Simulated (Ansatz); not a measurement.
# TaN: the cost of one run

Program: Ansatz 0.2.0. Level of theory: DFT PBEsol, scalar-relativistic, plane waves, PAW. These are calculated values, not measurements.

The COD entry's cell or inner coordinates are ideal or old and differ from later refinements, so a difference from it is no clean test against experiment.

7 further runs of the same task are left out: 1 that didn't finish, 6 set aside as unsound or not needed.

### Step 1. Starting point

The structure is cubic, space group F-43m (No. 216). The conventional cell has a = 4.357 Å, b = 4.357 Å, c = 4.357 Å, α = 90.00°, β = 90.00°, γ = 90.00°. Si (site symmetry -43m) has 4 C at 1.89 Å as nearest neighbours. Around C (site symmetry -43m) lie 4 Si at 1.89 Å.

Coordinates:

```
Si C
1.0
     0.00000    2.17833    2.17833
     2.17833    0.00000    2.17833
     2.17833    2.17833    0.00000
Si C
1 1
Cartesian
  0.0000 0.0000 0.0000
  3.2675 3.2675 3.2675
```

It is the result of an earlier relaxation at this level (volume 10.34 Å³/atom; gap on the mesh: 1.24 eV).

### Step 2. The film's bulk: TaN

Relaxed beforehand at this level: -5093.5278 eV/atom, gap on the mesh none (metal).

```cif
data_structure
_symmetry_space_group_name_H-M 'P 1'
_symmetry_Int_Tables_number 1
_cell_length_a 3.0941
_cell_length_b 3.0941
_cell_length_c 3.0941
_cell_angle_alpha 60.000
_cell_angle_beta 60.000
_cell_angle_gamma 60.000
_cell_volume 20.94
loop_
_atom_site_label
_atom_site_type_symbol
_atom_site_fract_x
_atom_site_fract_y
_atom_site_fract_z
_atom_site_occupancy
Ta1 Ta 0.50000 0.50000 0.50000 1
N1 N 0.00000 0.00000 0.00000 1
```

The bulk reference of SiC, the base, comes from a run made before at the same settings: -434.3531 eV/atom.

### Step 3. TaN strained to the base's plane

The (111) plane of TaN is fitted to the (111) plane of SiC, a strain of -0.4 % along x and -0.4 % along y; the third vector and the atoms relax.

input.yaml reads:

```yaml
crystal:
  lattice:
    - [3.0806203119, 0.0, 0.0]
    - [-1.540310156, 2.6678954495, 0.0]
    - [-1.540310156, 0.8892984832, 2.5395562623]
  atoms:
    - { symbol: Ta, position: [0.5, 0.5, 0.5] }
    - { symbol: "N", position: [0.0, 0.0, 0.0] }
basis:
  ecutwfc: 420
kpoints:
  mp_grid: { grid: [12, 12, 14] }
hamiltonian:
  xc: pbesol
scf:
  occupations: { method: gaussian, width: 0.1 }
output:
  forces: true
  stress: true
  eigenvalues: true
relax:
  adjacent_minimum: "off"
  f_tol: 0.01
  max_steps: 50
  cell: { fix: [a, b, gamma], stress_tol: 0.1 }
```

The run is started by

```
$ ansatz run input.yaml --threads 2 --pin off --max-ram 5120MiB --backend cpu --events-out ev --progress --plain --runs-dir out
```

**Question.** How long does this run take on 2 threads of AMD EPYC 7R43 (Zen 3), shared host, and how much memory does it need?

About 13 s, with a peak of 0.54 GiB.
